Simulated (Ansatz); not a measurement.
Write a Python script for Ansatz's Python interface that makes a polarisability from point charges of AlBrClH₂N, SMILES [NH2][Al]([Cl])[Br]. Use (for the species named): PBE0, def2-SVPD basis, multiplicity 1.

```yaml
atoms:
  - { symbol: N, position_ang: [-0.2960, 1.1342, -0.1796] }
  - { symbol: Al, position_ang: [-0.0344, -0.7007, -0.0226] }
  - { symbol: Cl, position_ang: [1.7422, -1.4231, 1.0119] }
  - { symbol: Br, position_ang: [-1.5050, -2.2363, -0.9390] }
  - { symbol: H, position_ang: [-0.3540, 1.5643, 0.7587] }
  - { symbol: H, position_ang: [0.4894, 1.5975, -0.6755] }
```

`run_field.py`:
```python
'''Response of AlBrClH2N to a pair of distant point charges.'''

import ansatz as az
from ase import Atoms
import numpy as np

BASIS = 'def2-SVPD'
XC = 'PBE0'

atoms = Atoms(['N', 'Al', 'Cl', 'Br', 'H', 'H'], positions=[
    (-0.296, 1.1342, -0.1796),
    (-0.0344, -0.7007, -0.0226),
    (1.7422, -1.4231, 1.0119),
    (-1.505, -2.2363, -0.939),
    (-0.354, 1.5643, 0.7587),
    (0.4894, 1.5975, -0.6755),
])
system = az.Crystal.molecule_from_ase(atoms)

job = system.calculation()
job = job.basis(gaussian=BASIS)
job = job.functional(XC)
job = job.forces()
# charges +q and -q at -R and +R make a nearly even field 2 k q / R^2 at the centre
centre = np.mean([site.position_ang for site in system.cartesian_sites], axis=0)
field = 2 * 14.399645 * 4.0 / 30.0 ** 2


def dipole(axis, sign):
    arm = 30.0 * np.eye(3)[axis]
    pair = [{'charge': sign * 4.0, 'position_ang': (centre - arm).tolist()}, {'charge': -sign * 4.0, 'position_ang': (centre + arm).tolist()}]
    deck = job.input().set(az.key.basis.gaussian.point_charges, pair)
    return np.array(az.Session.from_dict(deck).plan().execute().report['charge_distribution']['dipole_moment_e_ang'])


print(f'field {field:.4f} V/A')
alpha = np.array([(dipole(axis, 1) - dipole(axis, -1)) / (2 * field) * 14.399645 for axis in range(3)])
print('polarisability tensor (A^3)')
print(np.array2string(alpha, precision=3, suppress_small=True))
print(f'mean {np.trace(alpha) / 3:.3f} A^3 = {np.trace(alpha) / 3 / 0.14818471:.2f} bohr^3')
```

Output of `python run_field.py`:
```text
field 0.1280 V/A
polarisability tensor (A^3)
[[11.107  0.474  1.646]
 [ 0.488 11.004  0.328]
 [ 1.633  0.318  9.274]]
mean 10.462 A^3 = 70.60 bohr^3
```

The geometry is a force-field or estimated start, not a minimum of this method, and the basis set is short of its limit. The field of two point charges is only nearly even. Wall time of the script: 34 s on 1 thread of Intel(R) Xeon(R) Platinum 8375C CPU @ 2.90GHz (Ice Lake), with other jobs on the host, peak memory 0.38 GiB.

(Lines on the test bed's own set-up are left out of the output.)
